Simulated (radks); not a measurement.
**The Coulomb parameter U of the 4f shell of Tb²⁺**

The task here is to estimate one member of a computed series from the others.

Program: radks (a radial shooting solver on a logarithmic mesh, Libxc functionals) version 1. Level of theory: Dirac Kohn-Sham, LDA (Slater exchange, Perdew-Wang correlation), spin-unpolarised, spherical densities, finite nucleus; open shells are shared between the two j in proportion to 2j + 1. These are calculated values, not measurements, unless marked.

## The atom as given

- element: terbium (Z = 65)
- charge: +2
- electrons: 63
- configuration: [Xe] 4f7 5d2
- nuclear rms radius: 5.06 fm

Outer shells as boxes (Hund's rule):

Tb²⁺
```
[Xe] core
4f [↑ ][↑ ][↑ ][↑ ][↑ ][↑ ][↑ ]
5d [↑ ][↑ ][  ][  ][  ]
```

The first run:

Settings of this run:

```text
Z 65
configuration [Xe] 4f7 5d2
relativity Dirac
functional lda,pw
spin unpolarised
j_filling average
nucleus finite rms 5.06 fm
c 137.035999084
```

The run is started by

```
$ python run_ks.py task.json out
```

The same process makes all the runs of this session.

Steps of the session up to this table: Start: [Xe] 4f7 5d2.

One of the session's tables, all rows but one given; the rest of the session is left out.

It belongs to the step «Start: [Xe] 4f7 5d2». From the orbitals of this run (lengths in bohr):

```
level     <r>  outermost maximum (interpolated)  90 % within  nodes
4d5/2  0.6229                             0.549        0.935      1
5s1/2       ?                                 ?            ?      ?
5p1/2   1.427                              1.25         2.08      3
5p3/2   1.518                              1.33         2.22      3
4f5/2  0.7865                             0.540         1.32      0
4f7/2  0.7962                             0.545         1.34      0
5d3/2   2.188                              1.76         3.35      2
5d5/2   2.234                              1.80         3.42      2
```

Q: Estimate the row for 5s1/2 from the others.

**Answer.** <r>: 1.284; outermost maximum (interpolated): 1.16; 90 % within: 1.85; nodes: 4. In the column «<r>» it lies between 4f7/2 (0.7962) and 5p1/2 (1.427).
